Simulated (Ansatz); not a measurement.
# C₂H₆F₃NZr: one species, many methods, part 2 of 2

Ansatz 0.2.0, Gaussian basis; functionals in def2-TZVPP, the program's frozen cores in correlated methods.

## Step 13: BHLYP-D4 (hybrid)

Input file in.yaml:

```yaml
crystal:
  periodic: [false, false, false]
  atoms:
    - {symbol: C, position_ang: [-0.368362, -0.127905, 1.491444]}
    - {symbol: N, position_ang: [0.083029, -0.085414, 0.118908]}
    - {symbol: C, position_ang: [1.005951, -1.146865, -0.214256]}
    - {symbol: Zr, position_ang: [-0.585797, 1.249275, -1.219465]}
    - {symbol: F, position_ang: [0.774332, 1.477652, -2.541996]}
    - {symbol: F, position_ang: [-1.069274, 2.834195, -0.267992]}
    - {symbol: F, position_ang: [-2.149249, 0.519836, -2.053046]}
    - {symbol: H, position_ang: [-0.892428, -1.067249, 1.711966]}
    - {symbol: H, position_ang: [-1.055957, 0.696208, 1.703899]}
    - {symbol: H, position_ang: [0.474413, -0.040424, 2.189838]}
    - {symbol: H, position_ang: [1.906241, -1.102074, 0.412754]}
    - {symbol: H, position_ang: [0.547430, -2.134832, -0.075295]}
    - {symbol: H, position_ang: [1.329679, -1.072403, -1.256758]}
basis:
  gaussian: {orbitals: def2-TZVPP}
hamiltonian: {xc: {name: BHLYP}, dispersion: d4}
output: {orbitals: {seedname: orbitals}}
```

Started as:

```console
$ ansatz run in.yaml --threads 2 --pin off --events-out ev --progress --plain --max-ram 32768MiB --backend cuda --devices 0, --max-vram 18GiB
```

Log:

```text
Functional definition: BHLYP
  name "BHLYP"
  cite "Becke, J. Chem. Phys. 98, 1372 (1993) doi:10.1063/1.464304"
  cite "Becke, Phys. Rev. A 38, 3098 (1988) doi:10.1103/PhysRevA.38.3098"
  cite "Lee, Yang & Parr, Phys. Rev. B 37, 785 (1988) doi:10.1103/PhysRevB.37.785"
  parameter a = 0.5
  exchange = (1 - a)*b88_x + a*exact_x
  correlation = lyp_c
1900 factors; their error is unknown
mean field evaluation 1: about -13085.7807 eV, gradient 8.4e1 eV
mean field evaluation 2: about -13066.0846 eV, gradient 1.4e2 eV
mean field evaluation 4: about -13098.1737 eV, gradient 4.6e0 eV
mean field evaluation 8: about -13098.2106 eV, gradient 3.4e-1 eV
mean field evaluation 16: about -13098.3383 eV, gradient 7.4e-4 eV
mean field -13098.33834881 eV, -481.3550559463 hartree, gradient 5.0e-5 eV, S^2 0.000000; 0 other end points of the search recorded, 0 dependent functions left out
reference -13098.33859331 eV, -481.3550649315 hartree; 32, 32 occupied and 294, 294 virtual orbitals, 1900 factors
Total energy: -13098.70202893 eV, -481.3684209441 hartree
```

Run time: 9.1 s. Hardware: 1 × H100 (card shared with other runs) with 2 threads of AMD EPYC 7R13, shared host; peak host memory 0.82 GiB.

HOMO -8.31 eV, LUMO 0.09 eV.

## Step 14: CAM-B3LYP-D4 (range-separated)

in.yaml: that of step 13 with these lines changed.

```diff
@@ -18,3 +18,3 @@
   gaussian: {orbitals: def2-TZVPP}
-hamiltonian: {xc: {name: BHLYP}, dispersion: d4}
+hamiltonian: {xc: {name: CAM-B3LYP}, dispersion: d4}
 output: {orbitals: {seedname: orbitals}}
```

Same command.

Log (excerpt; [...] marks lines left out):

```text
Functional definition: CAM-B3LYP
  name "CAM-B3LYP"
  cite "Yanai, Tew & Handy, Chem. Phys. Lett. 393, 51 (2004) doi:10.1016/j.cplett.2004.06.011"
  cite "Iikura, Tsuneda, Yanai & Hirao, J. Chem. Phys. 115, 3540 (2001) doi:10.1063/1.1383587"
  cite "Becke, Phys. Rev. A 38, 3098 (1988) doi:10.1103/PhysRevA.38.3098"
  cite "Lee, Yang & Parr, Phys. Rev. B 37, 785 (1988) doi:10.1103/PhysRevB.37.785"
  cite "Vosko, Wilk & Nusair, Can. J. Phys. 58, 1200 (1980) doi:10.1139/p80-159"
[...]
  # Exact exchange under (alpha + beta erf(omega r))/r, Becke's under what is left of 1/r.
[...]
1683 factors; their error is unknown
433 factors; integrals over basis functions are off by at most 1.2e-5 eV
[...]
mean field -13101.54764379 eV, -481.4729953615 hartree, gradient 5.6e-5 eV, S^2 0.000000; 0 other end points of the search recorded, 0 dependent functions left out
reference -13101.54782671 eV, -481.4730020836 hartree; 32, 32 occupied and 294, 294 virtual orbitals, 1683 factors
Total energy: -13101.79808787 eV, -481.4821990113 hartree
```

Wall time 12 s (1 × H100 (card shared with other runs) with 2 threads of AMD EPYC 7R13, shared host); peak host memory 0.85 GiB.

HOMO -8.44 eV, LUMO 0.23 eV.

## Step 15: LC-ωPBE (range-separated)

in.yaml: that of step 14 with these lines changed.

```diff
@@ -18,3 +18,3 @@
   gaussian: {orbitals: def2-TZVPP}
-hamiltonian: {xc: {name: CAM-B3LYP}, dispersion: d4}
+hamiltonian: {xc: {name: LC-wPBE}}
 output: {orbitals: {seedname: orbitals}}
```

Same command.

Log (excerpt; [...] marks lines left out):

```text
Functional definition: LC-wPBE
  name "LC-wPBE"
  cite "Vydrov & Scuseria, J. Chem. Phys. 125, 234109 (2006) doi:10.1063/1.2409292"
  cite "Heyd & Scuseria, J. Chem. Phys. 120, 7274 (2004) doi:10.1063/1.1668634"
  cite "Ernzerhof & Perdew, J. Chem. Phys. 109, 3313 (1998) doi:10.1063/1.476928"
  cite "Perdew, Burke & Ernzerhof, Phys. Rev. Lett. 77, 3865 (1996) doi:10.1103/PhysRevLett.77.3865"
  parent pbe
[...]
1649 factors; their error is unknown
539 factors; integrals over basis functions are off by at most 3.0e-5 eV
[...]
mean field -13100.03502624 eV, -481.4174076917 hartree, gradient 5.5e-5 eV, S^2 0.000000; 0 other end points of the search recorded, 0 dependent functions left out
reference -13100.03502626 eV, -481.4174076922 hartree; 32, 32 occupied and 294, 294 virtual orbitals, 1649 factors
Total energy: -13100.03502626 eV, -481.4174076922 hartree
```

Run time: 11 s. Hardware: 1 × H100 (card shared with other runs) with 2 threads of AMD EPYC 7R13, shared host; peak host memory 0.86 GiB.

HOMO -9.71 eV, LUMO 1.32 eV.

## Step 16: ωB97X-V (range-separated)

in.yaml: that of step 15 with these lines changed.

```diff
@@ -18,3 +18,3 @@
   gaussian: {orbitals: def2-TZVPP}
-hamiltonian: {xc: {name: LC-wPBE}}
+hamiltonian: {xc: {name: wB97X-V}}
 output: {orbitals: {seedname: orbitals}}
```

The command is unchanged.

Log (excerpt; [...] marks lines left out):

```text
Functional definition: wB97X-V
  name "wB97X-V"
  cite "Mardirossian & Head-Gordon, Phys. Chem. Chem. Phys. 16, 9904 (2014) doi:10.1039/C3CP54374A"
  cite "Becke, J. Chem. Phys. 107, 8554 (1997) doi:10.1063/1.475007"
  cite "Vydrov & Van Voorhis, J. Chem. Phys. 133, 244103 (2010) doi:10.1063/1.3521275"
[...]
      + integral(e_c_pw_opposite_spin*poly(b97_u_opposite, cos0, cos1)) + vv10(b, c)
1680 factors; their error is unknown
403 factors; integrals over basis functions are off by at most 9.7e-6 eV
[...]
mean field -13101.53219849 eV, -481.4724277571 hartree, gradient 3.3e-5 eV, S^2 0.000000; 0 other end points of the search recorded, 0 dependent functions left out
reference -13101.53219455 eV, -481.4724276123 hartree; 32, 32 occupied and 294, 294 virtual orbitals, 1680 factors
Total energy: -13101.53219455 eV, -481.4724276123 hartree
```

It took 15 s on 1 × H100 (card shared with other runs) with 2 threads of AMD EPYC 7R13, shared host; peak host memory 0.93 GiB.

HOMO -9.40 eV, LUMO 1.17 eV.

## Step 17: ωB97M-V (range-separated)

in.yaml: that of step 16 with these lines changed.

```diff
@@ -18,3 +18,3 @@
   gaussian: {orbitals: def2-TZVPP}
-hamiltonian: {xc: {name: wB97X-V}}
-output: {orbitals: {seedname: orbitals}}
+hamiltonian: {xc: {name: wB97M-V}}
+output: {forces: true, orbitals: {seedname: orbitals}}
```

The command is unchanged.

Log (excerpt; [...] marks lines left out):

```text
Functional definition: wB97M-V
  name "wB97M-V"
  cite "Mardirossian & Head-Gordon, J. Chem. Phys. 144, 214110 (2016) doi:10.1063/1.4952647"
  cite "Becke, J. Chem. Phys. 107, 8554 (1997) doi:10.1063/1.475007"
  cite "Vydrov & Van Voorhis, J. Chem. Phys. 133, 244103 (2010) doi:10.1063/1.3521275"
  # Of w^i u^j: cxij and so on, Table III.
[...]
  gx(w, u) = 1 - cx + cx01*u + cx10*w
  gss(w, u) = css00 + css04*u^4 + css10*w + css20*w^2 + css43*w^4*u^3
  gos(w, u) = cos00 + cos10*w + (cos20 + cos21*u)*w^2 + (cos60 + cos61*u)*w^6
[...]
      + integral(e_c_pw_mod_opposite_spin*gos(b97_w_opposite, b97_u_opposite)) + vv10(b, c)
1667 factors; their error is unknown
403 factors; integrals over basis functions are off by at most 9.7e-6 eV
[...]
Atom 3 at    -0.585797     1.249275    -1.219465 Å, force    -0.019757    -0.027328    -0.000221 eV/Å
Atom 4 at     0.774332     1.477652    -2.541996 Å, force     0.061376     0.013355    -0.056635 eV/Å
Atom 5 at    -1.069274     2.834195    -0.267992 Å, force    -0.017980     0.071619     0.041249 eV/Å
Atom 6 at    -2.149249     0.519836    -2.053046 Å, force    -0.069012    -0.013924    -0.047747 eV/Å
Atom 7 at    -0.892428    -1.067249     1.711966 Å, force     0.042066     0.077708    -0.013021 eV/Å
Atom 8 at    -1.055957     0.696208     1.703899 Å, force     0.043493    -0.052294    -0.015394 eV/Å
Atom 9 at     0.474413    -0.040424     2.189838 Å, force    -0.070337    -0.010573    -0.050803 eV/Å
Atom 10 at     1.906241    -1.102074     0.412754 Å, force    -0.070677    -0.010292    -0.050378 eV/Å
Atom 11 at     0.547430    -2.134832    -0.075295 Å, force     0.041658     0.077975    -0.012536 eV/Å
Atom 12 at     1.329679    -1.072403    -1.256758 Å, force    -0.022187    -0.003685     0.065840 eV/Å
Dipole moment:     0.237886    -0.332627     0.391825 e Å
```

Run time: 13 s. Hardware: 1 × H100 (card shared with other runs) with 2 threads of AMD EPYC 7R13, shared host; peak host memory 0.96 GiB.

HOMO -9.32 eV, LUMO 0.62 eV.

## Step 18: B2PLYP (double hybrid)

in.yaml: that of step 17 with these lines changed.

```diff
@@ -18,3 +18,2 @@
   gaussian: {orbitals: def2-TZVPP}
-hamiltonian: {xc: {name: wB97M-V}}
-output: {forces: true, orbitals: {seedname: orbitals}}
+hamiltonian: {xc: {name: B2PLYP}}
```

The command is unchanged.

Log (excerpt; [...] marks lines left out):

```text
Functional definition: B2PLYP
  name "B2PLYP"
  cite "Grimme, J. Chem. Phys. 124, 034108 (2006) doi:10.1063/1.2148954"
  cite "Becke, Phys. Rev. A 38, 3098 (1988) doi:10.1103/PhysRevA.38.3098"
  cite "Lee, Yang & Parr, Phys. Rev. B 37, 785 (1988) doi:10.1103/PhysRevB.37.785"
[...]
2029 factors; integrals over basis functions are off by at most 1.0e-3 eV
[...]
mean field -13081.74107314 eV, -480.7451173152 hartree, gradient 9.2e-6 eV, S^2 0.000000; 0 other end points of the search recorded, 0 dependent functions left out
6 core orbitals not correlated: weight in the atoms' cores, before any rotation towards them, 1.000 or more for the frozen orbitals, at most 0.000 for the correlated occupied ones
reference -13081.74130197 eV, -480.7451257248 hartree; 26, 26 occupied and 294, 294 virtual orbitals, 2029 factors
second order -54.76258550 eV of doubles, -0.00000000 eV of singles
Total energy: -13096.52720006 eV, -481.2884974572 hartree
```

Run time: 11 s. Hardware: 1 × H100 (card shared with other runs) with 2 threads of AMD EPYC 7R13, shared host; peak host memory 1.4 GiB.

## Step 19: PBE-QIDH (double hybrid)

in.yaml: that of step 18 with these lines changed.

```diff
@@ -18,2 +18,2 @@
   gaussian: {orbitals: def2-TZVPP}
-hamiltonian: {xc: {name: B2PLYP}}
+hamiltonian: {xc: {name: PBE-QIDH}}
```

Launched as before.

Log (excerpt; [...] marks lines left out):

```text
Functional definition: PBE-QIDH
  name "PBE-QIDH"
  cite "Brémond, Sancho-García, Pérez-Jiménez & Adamo, J. Chem. Phys. 141, 031101 (2014) doi:10.1063/1.4890314"
  cite "Perdew, Burke & Ernzerhof, Phys. Rev. Lett. 77, 3865 (1996) doi:10.1103/PhysRevLett.77.3865"
[...]
2029 factors; integrals over basis functions are off by at most 1.0e-3 eV
[...]
mean field -13073.67401598 eV, -480.4486584326 hartree, gradient 2.4e-6 eV, S^2 0.000000; 0 other end points of the search recorded, 0 dependent functions left out
6 core orbitals not correlated: weight in the atoms' cores, before any rotation towards them, 1.000 or more for the frozen orbitals, at most 0.000 for the correlated occupied ones
reference -13073.67403923 eV, -480.4486592870 hartree; 26, 26 occupied and 294, 294 virtual orbitals, 2029 factors
second order -50.88714265 eV of doubles, -0.00000000 eV of singles
Total energy: -13090.63642011 eV, -481.0720152870 hartree
```

It took 9.5 s on 1 × H100 (card shared with other runs) with 2 threads of AMD EPYC 7R13, shared host; peak host memory 1.4 GiB.

## Step 20: Orbital energies across the functionals

Dipoles come from the runs that computed forces. Levels are read from the orbital files that the runs wrote:

| functional | HOMO (eV) | LUMO (eV) | gap (eV) | dipole (D) | time |
| --- | --- | --- | --- | --- | --- |
| LDA (SPW92) | -5.94 | -2.08 | 3.86 |  | 3.8 s |
| PBE-D4 | -5.77 | -1.78 | 3.99 | 2.81 | 7 s |
| revPBE-D4 | -5.70 | -1.66 | 4.04 |  | 8.5 s |
| BLYP-D4 | -5.67 | -1.68 | 3.99 |  | 9.5 s |
| r2SCAN-D4 | -6.01 | -1.58 | 4.43 | 2.85 | 9.5 s |
| B97M-V | -6.10 | -1.57 | 4.53 |  | 10 s |
| PBE0-D4 | -7.07 | -0.85 | 6.22 |  | 7 s |
| B3LYP-D4 | -6.88 | -1.12 | 5.76 | 2.88 | 9 s |
| r2SCANh-D4 | -6.50 | -1.24 | 5.26 |  | 11 s |
| r2SCAN0-D4 | -7.24 | -0.72 | 6.52 |  | 11 s |
| HSE06-D4 | -6.67 | -1.24 | 5.44 |  | 12 s |
| BHLYP-D4 | -8.31 | 0.09 | 8.40 |  | 9.1 s |
| CAM-B3LYP-D4 | -8.44 | 0.23 | 8.67 |  | 12 s |
| LC-ωPBE | -9.71 | 1.32 | 11.03 |  | 11 s |
| ωB97X-V | -9.40 | 1.17 | 10.56 |  | 15 s |
| ωB97M-V | -9.32 | 0.62 | 9.94 | 2.72 | 13 s |

## Step 21: CCSD(T) in def2-SVP

in.yaml: that of step 19 with these lines changed.

```diff
@@ -17,3 +17,3 @@
 basis:
-  gaussian: {orbitals: def2-TZVPP}
-hamiltonian: {xc: {name: PBE-QIDH}}
+  gaussian: {orbitals: def2-SVP}
+correlation: {method: ccsd_t}
```

Launched as before.

Log (excerpt; [...] marks lines left out):

```text
Functional definition: HF
  name "HF"
  cite "Fock, Z. Phys. 61, 126 (1930) doi:10.1007/BF01340294"
  parent pbe
[...]
1454 factors; integrals over basis functions are off by at most 1.6e-3 eV
[...]
mean field -13019.63974698 eV, -478.4629356728 hartree, gradient 1.9e-6 eV, S^2 0.000000; 0 other end points of the search recorded, 0 dependent functions left out
6 core orbitals not correlated: weight in the atoms' cores, before any rotation towards them, 1.000 or more for the frozen orbitals, at most 0.000 for the correlated occupied ones
reference -13019.63974698 eV, -478.4629356728 hartree; 26, 26 occupied and 113, 113 virtual orbitals, 1454 factors
second order -34.53896365 eV of doubles, -0.00000000 eV of singles
cycle   1  -34.26345368 eV  change    2.8e-1 eV  update   1.8e-1
[...]
cycle  10  -35.41941003 eV  change   -5.8e-5 eV  update   2.8e-5
perturbative correction -0.96472912 eV, -0.0354531414 hartree
Total energy: -13056.02388614 eV, -479.8000281247 hartree
```

Wall time 9.5 s (1 × H100 (card shared with other runs) with 2 threads of AMD EPYC 7R13, shared host); peak host memory 0.77 GiB.

## Step 22: CCSD(T) in def2-TZVPP

in.yaml: that of step 21 with these lines changed.

```diff
@@ -17,3 +17,4 @@
 basis:
-  gaussian: {orbitals: def2-SVP}
+  gaussian: {orbitals: def2-TZVPP}
 correlation: {method: ccsd_t}
+output: {orbitals: {seedname: orbitals}}
```

Same command.

Log (excerpt; [...] marks lines left out):

```text
Functional definition: HF
  name "HF"
  cite "Fock, Z. Phys. 61, 126 (1930) doi:10.1007/BF01340294"
  parent pbe
[...]
2029 factors; integrals over basis functions are off by at most 1.0e-3 eV
[...]
mean field -13034.33348087 eV, -479.0029204335 hartree, gradient 6.0e-6 eV, S^2 0.000000; 0 other end points of the search recorded, 0 dependent functions left out
6 core orbitals not correlated: weight in the atoms' cores, before any rotation towards them, 1.000 or more for the frozen orbitals, at most 0.000 for the correlated occupied ones
reference -13034.33348087 eV, -479.0029204335 hartree; 26, 26 occupied and 294, 294 virtual orbitals, 2029 factors
second order -45.39307255 eV of doubles, -0.00000000 eV of singles
cycle   1  -44.50183261 eV  change    8.9e-1 eV  update   1.9e-1
[...]
cycle  12  -45.84949397 eV  change   -9.5e-6 eV  update   7.2e-6
perturbative correction -1.73494488 eV, -0.0637580485 hartree
Total energy: -13081.91791973 eV, -480.7516163076 hartree
```

Run time: 44 s. Hardware: 1 × H100 (card shared with other runs) with 2 threads of AMD EPYC 7R13, shared host; peak host memory 0.83 GiB.

## Step 23: MP2 in def2-QZVPP

in.yaml: that of step 22 with these lines changed.

```diff
@@ -17,4 +17,3 @@
 basis:
-  gaussian: {orbitals: def2-TZVPP}
-correlation: {method: ccsd_t}
-output: {orbitals: {seedname: orbitals}}
+  gaussian: {orbitals: "def2-QZVPP.json"}
+correlation: {method: mp2}
```

The command is unchanged.

Log:

```text
Functional definition: HF
  name "HF"
  cite "Fock, Z. Phys. 61, 126 (1930) doi:10.1007/BF01340294"
  parent pbe
  exchange = exact_x
  correlation = 0
3675 factors; integrals over basis functions are off by at most 8.5e-4 eV
mean field evaluation 1: about -13026.3654 eV, gradient 6.8e1 eV
mean field evaluation 2: about -13026.5325 eV, gradient 6.8e1 eV
mean field evaluation 4: about -13034.9275 eV, gradient 4.1e0 eV
mean field evaluation 8: about -13035.0117 eV, gradient 3.3e-1 eV
mean field -13035.01209288 eV, -479.0278589647 hartree, gradient 4.6e-6 eV, S^2 0.000000; 0 other end points of the search recorded, 0 dependent functions left out
6 core orbitals not correlated: weight in the atoms' cores, before any rotation towards them, 1.000 or more for the frozen orbitals, at most 0.000 for the correlated occupied ones
reference -13035.01209288 eV, -479.0278589647 hartree; 26, 26 occupied and 571, 571 virtual orbitals, 3675 factors
second order -49.77764885 eV of doubles, -0.00000000 eV of singles
Total energy: -13084.78974172 eV, -480.8571538193 hartree
```

Run time: 17 s. Hardware: 1 × H100 (card shared with other runs) with 2 threads of AMD EPYC 7R13, shared host; peak host memory 1.1 GiB.

The pieces so far (eV):

| basis | HF | MP2 correlation | CCSD correlation | (T) | total |
| --- | --- | --- | --- | --- | --- |
| def2-SVP | -13019.6397 | -34.5390 | -35.4194 | -0.9647 | -13056.0239 |
| def2-TZVPP | -13034.3335 | -45.3931 | -45.8495 | -1.7349 | -13081.9179 |
| def2-QZVPP | -13035.0121 | -49.7776 |  |  | -13084.7897 (MP2) |

The report of the def2-TZVPP run gives T1 = 0.0161.

## Step 24: Extrapolating to the complete basis

No new run: Hartree-Fock is extrapolated as exp(−7.88√X) and correlation as X^−2.97, with X = 3 and 4; only MP2 was run in the larger set, so CCSD(T) minus MP2 is added from the smaller one.

| level | energy at the limit (eV) |
| --- | --- |
| HF | -13035.1056 |
| MP2 | -13088.1310 |
| CCSD | -13088.5875 |
| CCSD(T) | -13090.3224 |

## Step 25: RPA on PBE orbitals

in.yaml: that of step 23 with these lines changed.

```diff
@@ -17,3 +17,4 @@
 basis:
-  gaussian: {orbitals: "def2-QZVPP.json"}
-correlation: {method: mp2}
+  gaussian: {orbitals: def2-TZVPP}
+hamiltonian: {xc: pbe}
+correlation: {method: rpa}
```

Launched as before.

Log (excerpt; [...] marks lines left out):

```text
Functional definition: PBE
  name "PBE"
  cite "Perdew, Burke & Ernzerhof, Phys. Rev. Lett. 77, 3865 (1996) doi:10.1103/PhysRevLett.77.3865"
  parent pbe
[...]
2029 factors; integrals over basis functions are off by at most 1.0e-3 eV
[...]
mean field -13094.14884971 eV, -481.2010946940 hartree, gradient 2.0e-6 eV, S^2 0.000000; 0 other end points of the search recorded, 0 dependent functions left out
6 core orbitals not correlated: weight in the atoms' cores, before any rotation towards them, 1.000 or more for the frozen orbitals, at most 0.000 for the correlated occupied ones
reference -13031.33883392 eV, -478.8928691878 hartree; 26, 26 occupied and 294, 294 virtual orbitals, 2029 factors
Total energy: -13100.96826669 eV, -481.4517036454 hartree
```

Wall time 11 s (1 × H100 (card shared with other runs) with 2 threads of AMD EPYC 7R13, shared host); peak host memory 1.4 GiB.

RPA correlation: -69.629 eV.

## Step 26: Results

What follows sums up all 2 parts.

| quantity | value |
| --- | --- |
| CCSD(T) correlation energy, def2-TZVPP | -47.584 eV |
| gap, smallest and largest | 3.86 eV (LDA (SPW92)), 11.03 eV (LC-ωPBE) |
| T1 diagnostic | 0.0161 |
| triples share of the correlation energy | 3.6 % |

In def2-TZVPP MP2 gives 95 % of the CCSD(T) correlation energy. The gap grows from 3.9 to 11.0 eV across the functionals, mostly with the share of exact exchange. Correlated methods include outer-core shells of Zr, which these sets cover unevenly.

The functionals cost 3.8 s to 15 s; CCSD(T) went from 9.5 s (145 functions) to 44 s (326).
